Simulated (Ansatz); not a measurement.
**TiH₂ (triplet): the correlation ladder, def2-SVP**

Aim: climb from Hartree-Fock through coupled cluster for TiH₂ (triplet) at one geometry and basis, and see what each rung misses.

Computed with Ansatz 0.2.0, Gaussian basis. Level: def2-SVP, core rule «outside noble gas», up to 9 orbitals frozen.

To be run: UHF; CCSD(T) on ROHF; CCSD(T) on UHF; CISD; CCSDT(Q) on ROHF; CCSDT(Q) on UHF; CISDTQ; Full CI.

12 further runs of the same task are left out: 6 for a known fault of the program, 2 that didn't finish, 4 set aside as unsound or not needed.

## 1. The system

The geometry is a PBE0/def2-TZVP stationary point (not a proven minimum) of the parent state, kept for this charge and spin.

3 atoms, charge 0, spin multiplicity 3.

Atoms are counted from 1 here; the program's logs count them from 0.

Bond lengths: Ti1–H2 1.847 Å, Ti1–H3 1.847 Å. Angles: H2–Ti1–H3 180.0°.

## 2. UHF

in.yaml

```yaml
crystal:
  periodic: [false, false, false]
  atoms:
    - {symbol: Ti, position_ang: [0.000000, 0.000000, 0.000000]}
    - {symbol: H, position_ang: [0.000000, 0.000000, -1.847400]}
    - {symbol: H, position_ang: [0.000000, 0.000000, 1.847400]}
basis:
  gaussian: {orbitals: def2-SVP}
magnetization: {spin_polarized: true, initial_magnetization: 2}
hamiltonian: {xc: hf}
output: {orbitals: {seedname: orbitals}}
```

Launch:

```sh
$ ansatz run in.yaml --threads 1 --pin off --events-out ev --progress --plain --max-ram 2393MiB
```

The runs that follow: CCSD(T) on ROHF; CCSD(T) on UHF; CISD; CCSDT(Q) on ROHF; CCSDT(Q) on UHF; CISDTQ; Full CI.

**Question.** What will the summary of the whole plan be? Wanted: FCI below the RHF energy; RMP2 from FCI; UMP2 from FCI; RCCSD from FCI; RCCSD(T) from FCI; UCCSD(T) from FCI; RCCSDT(Q) from FCI; UCCSDT(Q) from FCI; T1 diagnostic.

The runs gave:

```
                         quantity                                      value
         FCI below the RHF energy                                 -2.0435 eV
                    RMP2 from FCI                            +13.09 kcal/mol
                    UMP2 from FCI                            +11.41 kcal/mol
                   RCCSD from FCI                             +0.86 kcal/mol
                RCCSD(T) from FCI                             +0.30 kcal/mol
                UCCSD(T) from FCI                             -1.03 kcal/mol
               RCCSDT(Q) from FCI                             +0.01 kcal/mol
               UCCSDT(Q) from FCI                             -1.32 kcal/mol
levels within 1 kcal/mol (43 meV)  RCCSD, UCCSD, RCCSD(T), RCCSDT, RCCSDT(Q)
                    T1 diagnostic                                      0.029
   effectively unpaired electrons                                       2.03
```

**Reading.** RCCSD(T) lands +0.30 kcal/mol from the yardstick (0.6 % of the correlation energy). CCSD(T) misses by +0.30 kcal/mol on the restricted determinant and by -1.03 kcal/mol on the unrestricted one; the two need not hold the same state or core. UCCSD, UCCSD(T), UCCSDT, UCCSDT(Q) fall below full CI: unrestricted runs freeze a spin-polarised core, another one than full CI's, and coupled cluster isn't variational. One determinant dominates. Coupled cluster took another determinant than the lowest Hartree-Fock one. These misses are within one basis, not against nature; the frozen cores of restricted and unrestricted runs differ, which can shift their rows.
